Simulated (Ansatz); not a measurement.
Here is an Ansatz input file for C4H8Si, SMILES [SiH3]C1=CCC1. Write the same calculation for the Python package.

```yaml
crystal:
  periodic: [false, false, false]
  atoms:
    - { symbol: Si, position_ang: [-1.9017, 0.8795, 0.0698] }
    - { symbol: C, position_ang: [-0.3046, 0.0059, 0.0285] }
    - { symbol: C, position_ang: [0.0404, -1.2705, 0.2103] }
    - { symbol: C, position_ang: [1.6135, -0.976, -0.0111] }
    - { symbol: C, position_ang: [1.1192, 0.4714, -0.2487] }
    - { symbol: H, position_ang: [-1.9141, 2.0066, 1.0885] }
    - { symbol: H, position_ang: [-2.1733, 1.5512, -1.2611] }
    - { symbol: H, position_ang: [-3.0176, 0.001, 0.3622] }
    - { symbol: H, position_ang: [-0.4561, -2.1724, 0.5032] }
    - { symbol: H, position_ang: [1.9922, -1.4655, -0.8595] }
    - { symbol: H, position_ang: [2.1907, -1.1411, 0.873] }
    - { symbol: H, position_ang: [1.5553, 1.191, 0.5135] }
    - { symbol: H, position_ang: [1.2764, 0.8842, -1.2539] }
basis:
  gaussian:
    orbitals: cc-pVDZ
hamiltonian:
  xc: pbe0
relax:
  f_tol: 0.02
```

`opt_c4h8si.py`
```python
"""Minimum-energy structure of C4H8Si."""

import itertools

import ansatz as az
from ase.data import atomic_numbers, covalent_radii
import numpy as np
import pandas as pd

BASIS_SET = "cc-pVDZ"
XC = "pbe0"

mol = (
    az.Crystal.molecule()
    .atom("Si", (-1.9017, 0.8795, 0.0698))
    .atom("C", (-0.3046, 0.0059, 0.0285))
    .atom("C", (0.0404, -1.2705, 0.2103))
    .atom("C", (1.6135, -0.976, -0.0111))
    .atom("C", (1.1192, 0.4714, -0.2487))
    .atom("H", (-1.9141, 2.0066, 1.0885))
    .atom("H", (-2.1733, 1.5512, -1.2611))
    .atom("H", (-3.0176, 0.001, 0.3622))
    .atom("H", (-0.4561, -2.1724, 0.5032))
    .atom("H", (1.9922, -1.4655, -0.8595))
    .atom("H", (2.1907, -1.1411, 0.873))
    .atom("H", (1.5553, 1.191, 0.5135))
    .atom("H", (1.2764, 0.8842, -1.2539))
)

calc = mol.calculation().basis(gaussian=BASIS_SET).functional(XC)
symbols = [site.symbol for site in mol.cartesian_sites]
start = np.array([site.position_ang for site in mol.cartesian_sites], dtype=float)
def progress(event):
    if event["event"] == "relax_step":
        row = event["data"]
        print(f"step {row['step']:3d}  E = {row['lagrangian_ev']:.6f} eV  largest force component {row['allowed_force_max_ev_ang']:.4f} eV/A")


summary = calc.relax(force_tolerance=0.02).session().plan().execute(on_event=progress).report
end = np.array(summary["positions_ang"])

print("reference energy %16.6f eV" % summary["reference_energy_ev"])
print("total energy     %16.6f eV" % summary["free_energy_ev"])
print("occupied orbitals outside the frozen core (up, down):", summary["n_occupied"], " frozen:", summary["n_frozen"], " virtual:", summary["n_virtual"])

# pairs closer than 1.2 times the sum of covalent radii, before or after
radius = [covalent_radii[atomic_numbers[s]] for s in symbols]
span = lambda where, i, j: np.linalg.norm(where[i] - where[j])
bonded = [(i, j) for i, j in itertools.combinations(range(len(symbols)), 2) if min(span(start, i, j), span(end, i, j)) < 1.2 * (radius[i] + radius[j])]
print("pair        before    after (A)")
for i, j in bonded:
    print(f"{symbols[i]}{i}-{symbols[j]}{j}".ljust(10), f"{span(start, i, j):8.4f} {span(end, i, j):8.4f}")

charges = summary["charge_distribution"]
table = pd.DataFrame({"atom": symbols, "mulliken": charges["mulliken_charges_e"], "lowdin": charges["lowdin_charges_e"]})
print(table.round(3).to_string())
print("dipole (e A):", np.round(charges["dipole_moment_e_ang"], 4) + 0.0)
with open("c4h8si_opt.xyz", "w") as handle:
    handle.write(f"{len(symbols)}\nrelaxed C4H8Si\n")
    handle.writelines(f"{s:2s} {x:11.6f} {y:11.6f} {z:11.6f}\n" for s, (x, y, z) in zip(symbols, end))
```

Running `python opt_c4h8si.py` prints:
```text
step   1  E = -12145.690532 eV  largest force component 3.8419 eV/A
step   2  E = -12145.962051 eV  largest force component 1.6647 eV/A
step   3  E = -12146.014847 eV  largest force component 0.2649 eV/A
step   4  E = -12146.020779 eV  largest force component 0.1240 eV/A
step   5  E = -12146.020561 eV  largest force component 0.1224 eV/A
step   6  E = -12146.022121 eV  largest force component 0.0317 eV/A
step   7  E = -12146.022234 eV  largest force component 0.0127 eV/A
reference energy    -12146.022265 eV
total energy        -12146.022265 eV
occupied orbitals outside the frozen core (up, down): [23, 23]  frozen: 0  virtual: [91, 91]
pair        before    after (A)
Si0-C1       1.8209   1.8713
Si0-H5       1.5193   1.5010
Si0-H6       1.5153   1.5010
Si0-H7       1.4500   1.4991
C1-C2        1.3346   1.3510
C1-C4        1.5234   1.5255
C2-C3        1.6157   1.5073
C2-H8        1.0704   1.0944
C3-C4        1.5478   1.5571
C3-H9        1.0501   1.1024
C3-H10       1.0687   1.1024
C4-H11       1.1353   1.1020
C4-H12       1.0980   1.1020
   atom  mulliken  lowdin
0    Si     0.240   0.234
1     C    -0.178  -0.144
2     C    -0.067  -0.025
3     C    -0.018  -0.004
4     C    -0.020   0.005
5     H    -0.053  -0.054
6     H    -0.053  -0.054
7     H    -0.055  -0.050
8     H    -0.003   0.013
9     H     0.053   0.021
10    H     0.053   0.021
11    H     0.051   0.019
12    H     0.051   0.019
dipole (e A): [ 0.1757 -0.0909 -0.0041]
```

Reading the output:
- The settings weren't tested for convergence.
- The end point is the stationary point reached from this start; no frequency run checks that it is a minimum, and the basis set is modest.
- The Löwdin charges here are taken after orthogonalising the functions within each atom; they differ from plain Löwdin charges, and their signs can be unphysical.
- Wall time of the script: 50 s on 1 thread of Arm Neoverse V1, with other jobs on the host, peak memory 0.37 GiB.

(Lines on the test bed's own set-up are left out of the output.)
